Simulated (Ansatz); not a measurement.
# HfRu: the cost of one run

Method: DFT PBEsol, scalar-relativistic, in Ansatz 0.2.0.

## 1. The structure to begin with

Symmetry: Pm-3m, No. 221, cubic system. Conventional cell: a = 3.225 Å, b = 3.225 Å, c = 3.225 Å, α = 90.00°, β = 90.00°, γ = 90.00°. Around Hf (site symmetry m-3m) lie 8 Ru at 2.79 Å. Around Ru (site symmetry m-3m) lie 8 Hf at 2.79 Å.

As a file:

```xyz
2
Lattice="3.2250 0.0000 0.0000 0.0000 3.2250 0.0000 0.0000 0.0000 3.2250" Properties=species:S:1:pos:R:3 pbc="T T T"
Hf    0.0000    0.0000    0.0000
Ru    1.6125    1.6125    1.6125
```

Atoms are numbered in the order of the input: Hf1, Ru2.

## 2. The deformed structure

Space group Pm-3m before, P4/mmm after.

## 3. All-electron LAPW

input.yaml

```yaml
crystal:
  lattice:
    - [3.225, 0.0, 0.0]
    - [0.0, 3.225, 0.0]
    - [0.0, 0.0, 3.2895]
  atoms:
    - { symbol: Hf, position: [0.0, 0.0, 0.0] }
    - { symbol: Ru, position: [0.5, 0.5, 0.5] }
kpoints:
  mp_grid: { grid: [11, 11, 11] }
  band_path:
    path:
      - [0.0, 0.0, 0.0]
      - [0.0, 0.5, 0.0]
      - [0.5, 0.5, 0.0]
      - [0.0, 0.0, 0.0]
      - [0.0, 0.0, 0.5]
      - [0.0, 0.5, 0.5]
      - [0.5, 0.5, 0.5]
      - [0.0, 0.0, 0.5]
      - [0.0, 0.5, 0.0]
    npoints: 5
scf:
  occupations: { method: fermi_dirac, width: 0.08 }
hamiltonian:
  xc: pbesol
  pseudopotentials: { kind: all_electron, lapw: { basis_error: 0.0005 } }
output:
  forces: true
  stress: true
  eigenvalues: true
```

Command:

```
$ ansatz run input.yaml --threads 1 --pin off --max-ram 3072MiB --backend cpu --events-out ev --progress --plain --runs-dir out
```

Q: Estimate wall time and peak memory on 1 thread of Arm Neoverse V1, shared host.

About 74 s, with a peak of 0.7 GiB.
